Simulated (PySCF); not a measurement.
**MoNI: relaxation and vibrations of the triplet**

Aim: relax MoNI as a triplet from a hand-made bent geometry, check by its vibrations whether the end is a minimum, and collect its spectrum and constants.

The runs use PySCF 2.14.0; PBE0, basis Mo def2-SVP with ECP28, N def2-SVP, I def2-SVP with ECP28, scalar-relativistic core potentials, no spin–orbit coupling, density fitting.

## Step 1: The system as given

3 atoms, charge 0, spin multiplicity 3.

Bond lengths: Mo1–N2 1.810 Å, Mo1–I3 2.710 Å. Angles: N2–Mo1–I3 110.0°.

Z-matrix (Å, degrees; charge 0 multiplicity 3):
```
Mo
N  1 1.8100
I  1 2.7100 2 110.00
```

## Step 2: The SCF at the typed geometry

The steps below are one call of a driver around PySCF. For each, scf.py gives the equivalent set-up of the SCF; relaxations use the driver's own optimiser. After this first run the driver tries any further starts and a stability analysis.

Input file scf.py:

```python
from pyscf import gto, scf, dft
mol = gto.M(atom='''
Mo     0.000000     0.000000     0.000000
N     -1.482700     0.000000     1.038200
I      2.219900     0.000000     1.554400''',
    basis={'Mo': 'def2-SVP', 'N': 'def2-SVP', 'I': 'def2-SVP'},
    ecp={'Mo': 'def2-SVP', 'I': 'def2-SVP'},
    charge=0, spin=2)
mf = dft.UKS(mol, xc='PBE0')
mf.grids.atom_grid = (50, 194)
aux = {'Mo': 'def2-universal-JKFIT', 'N': 'def2-universal-JKFIT', 'I': 'def2-universal-JKFIT'}
mf = mf.density_fit(auxbasis=aux)
mf.conv_tol = 1e-08
mf.diis_space = 10
mf.max_cycle = 60
mf.init_guess = 'minao'
mf.verbose = 4
mf.kernel()
```

Launch:

```
OMP_NUM_THREADS=2 python axn.py task.json out
```

After this run come: Relaxing the triplet from the bent start; Hessian and properties.

Q: Predict the outcome of this session. Wanted: minimum; geometry; wavenumbers; dipole moment; highest occupied, lowest empty level; polar-tensor charge of Mo1; zero-point energy; atomisation energy; ⟨S²⟩.

The runs gave:

| quantity | value |
| --- | --- |
| minimum | triplet, Cs |
| geometry | Mo–I 2.668 Å, Mo–N 1.609 Å; I–Mo–N 116.8° |
| wavenumbers (cm⁻¹) | 125 (a'), 230 (a'), 1169 (a') |
| dipole moment | 4.66 D |
| highest occupied, lowest empty level (either spin) | -6.62, -3.47 eV |
| polar-tensor charge of Mo1 | +1.16 e |
| zero-point energy | 9.1 kJ/mol |
| entropy at 298.15 K | 319.8 J/(mol K) |
| atomisation energy (no zero-point energy) | 777 kJ/mol |
| ⟨S²⟩ | 2.064 |

In words: The molecule stays Cs, as typed, and the end point is a minimum. The strongest infrared band lies at 1169 cm⁻¹ (a', stretch). Most of the spin sits on Mo1 (Mulliken spin 2.39, against 2 for the whole molecule). Only this shape and spin were tried, so other structures or states may lie lower. One determinant may miss the lowest occupation of an open d or f shell. With an element this heavy the missing spin–orbit coupling can shift these numbers.
